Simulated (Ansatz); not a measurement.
Runs of Ansatz 0.2.0 on Ba2Tl5V3O12. The structure is monoclinic, space group C2 (No. 5). The conventional cell has a = 12.980 Å, b = 13.354 Å, c = 6.079 Å, α = 90.00°, β = 109.30°, γ = 90.00°. Ba (site symmetry 2) has 6 O at 2.58 to 2.76 Å as nearest neighbours. Around Ba (site symmetry 2) lie 8 O at 2.76 to 3.03 Å. V (site symmetry 1) has 4 O at 1.72 to 1.75 Å as nearest neighbours. V (site symmetry 2) is surrounded by 4 O at 1.71 to 1.76 Å. Around Tl (site symmetry 1) lie 3 O at 2.57 to 2.74 Å. Tl (site symmetry 2) is surrounded by 4 O at 2.66 to 2.69 Å. Tl (site symmetry 1) has 3 O at 2.55 to 2.75 Å as nearest neighbours. O (site symmetry 1) has 1 V at 1.75 Å as nearest neighbours. The cell was built by a generator and needn't be a form met in nature.

```tsv
task	level	potentials or basis	cell	k mesh	cutoff (eV)	points for each segment of the path	gap on the mesh (eV)	pressure (GPa)	moment (μB)	relaxed volume (Å³/atom)	largest force (eV/Å)
band structure	r2SCAN	Ansatz PAW	as given	3 × 3 × 5	500	10	3.24	-2.1	0.00	-	(a)
relaxation of cell and atoms	r2SCAN	Ansatz PAW	relaxed	2 × 2 × 4	500	-	3.13	0.0	0.00	21.10	0.01
relaxation of cell and atoms	PBE+D3(BJ)-ATM	Ansatz PAW	relaxed	2 × 2 × 4	420	-	2.75	0.0	0.00	21.17	-
single point	PBE	Ansatz NC	as given	3 × 3 × 5	1240	-	2.91	(b)	0.00	-	0.03
```

Alike in all rows: spin collinear, ferromagnetic start; smearing fermi-dirac 0.05 eV.

**Question.** Estimate the missing entries.

**Answer.** (a) 0.45; (b) 0.1.

Caveats: spin-orbit coupling is left out, which as a rule narrows the gap of such compounds by several tenths of an eV; the starting moments weren't kept; the magnetic or orbital state may not be the lowest (some runs); the PAW data sets come from PBE, with cores solved anew for the run's functional, which leaves a small shift of forces and pressure (some runs); the plane-wave basis is chosen anew once the cell has moved, so the energies of steps on either side of that aren't comparable (some runs); odd divisions of the mesh miss points on the zone boundary, where band edges often lie, so the gap on the mesh can be too wide (some runs).

A k mesh can miss the band edges, and the runs leave out spin-orbit coupling on Ba, Tl.
